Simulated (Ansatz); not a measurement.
# CHClFGeNO: one species, many methods

An exercise on one series of results from a longer session: the logs are not shown, and one member is left open.

Program: Ansatz 0.2.0, Gaussian basis. Level of theory: functionals in def2-TZVPP, the program's frozen cores in correlated methods. These are calculated values, not measurements.

Plan: LDA (SPW92), PBE-D4, revPBE-D4, BLYP-D4, r2SCAN-D4, B97M-V, PBE0-D4, B3LYP-D4, r2SCANh-D4, r2SCAN0-D4, HSE06-D4, BHLYP-D4, CAM-B3LYP-D4, LC-ωPBE, ωB97X-V, ωB97M-V, B2PLYP, PBE-QIDH; CCSD(T)/def2-SVP; CCSD(T)/def2-TZVPP; MP2/def2-QZVPP; extrapolation to the limit; RPA on PBE.

**The geometry**

The geometry comes from an earlier relaxation with PBE0-D4 in a triple-zeta def2 set; it is a stationary point, not always the lowest conformer.

SMILES `O=C=[N][GeH]([F])[Cl]`, 7 atoms, charge 0, spin multiplicity 1.

Atoms are counted from 1 here; the program's logs count them from 0.

Bond lengths: O1–C2 1.159 Å, C2–N3 1.206 Å, N3–Ge4 1.804 Å, Ge4–F5 1.720 Å, Ge4–Cl6 2.123 Å, Ge4–H7 1.518 Å. Angles: O1–C2–N3 175.9°, C2–N3–Ge4 137.5°, N3–Ge4–F5 106.8°, N3–Ge4–Cl6 110.2°, N3–Ge4–H7 110.9°, F5–Ge4–Cl6 106.6°, F5–Ge4–H7 109.4°, Cl6–Ge4–H7 112.7°.

The first run:

Contents of in.yaml:

```yaml
crystal:
  periodic: [false, false, false]
  atoms:
    - {symbol: O, position_ang: [1.675778, -1.506396, 1.867094]}
    - {symbol: C, position_ang: [1.076676, -1.163708, 0.936139]}
    - {symbol: N, position_ang: [0.474431, -0.882782, -0.070721]}
    - {symbol: Ge, position_ang: [-0.556332, 0.470077, -0.670905]}
    - {symbol: F, position_ang: [0.511301, 1.720902, -1.176347]}
    - {symbol: Cl, position_ang: [-1.715872, 1.269328, 0.917683]}
    - {symbol: H, position_ang: [-1.404882, 0.024579, -1.848643]}
basis:
  gaussian: {orbitals: def2-TZVPP}
hamiltonian: {xc: lda}
output: {orbitals: {seedname: orbitals}}
```

Command:

```
$ ansatz run in.yaml --threads 2 --pin off --events-out ev --progress --plain --max-ram 32768MiB --backend cpu
```

Steps of the session up to this table: LDA; PBE-D4 (GGA); revPBE-D4 (GGA); BLYP-D4 (GGA); r2SCAN-D4 (meta-GGA); B97M-V (meta-GGA); PBE0-D4 (hybrid); B3LYP-D4 (hybrid); r2SCANh-D4 (hybrid); r2SCAN0-D4 (hybrid); HSE06-D4 (hybrid); BHLYP-D4 (hybrid); CAM-B3LYP-D4 (range-separated); LC-ωPBE (range-separated); ωB97X-V (range-separated); ωB97M-V (range-separated); B2PLYP (double hybrid); PBE-QIDH (double hybrid).

One of the session's tables, all rows but one given; the rest of the session is left out.

```
  functional  HOMO (eV)  gap (eV)
 LDA (SPW92)      -8.08      5.79
      PBE-D4      -7.85      5.86
   revPBE-D4      -7.77      5.90
     BLYP-D4      -7.71      5.77
   r2SCAN-D4      -8.20      6.50
      B97M-V      -8.22      6.56
     PBE0-D4      -9.30      8.32
    B3LYP-D4      -9.03      7.73
  r2SCANh-D4      -8.73      7.40
  r2SCAN0-D4      -9.54      8.75
    HSE06-D4      -8.90      7.55
    BHLYP-D4     -10.63     10.71
CAM-B3LYP-D4     -10.67     10.75
     LC-ωPBE          ?         ?
     ωB97X-V     -11.65     12.94
     ωB97M-V     -11.54     12.66
```

Q: Estimate the row for LC-ωPBE from the others.

**Answer.** HOMO (eV): -12.03; gap (eV): 13.40. In the column «HOMO (eV)» it is the lowest.
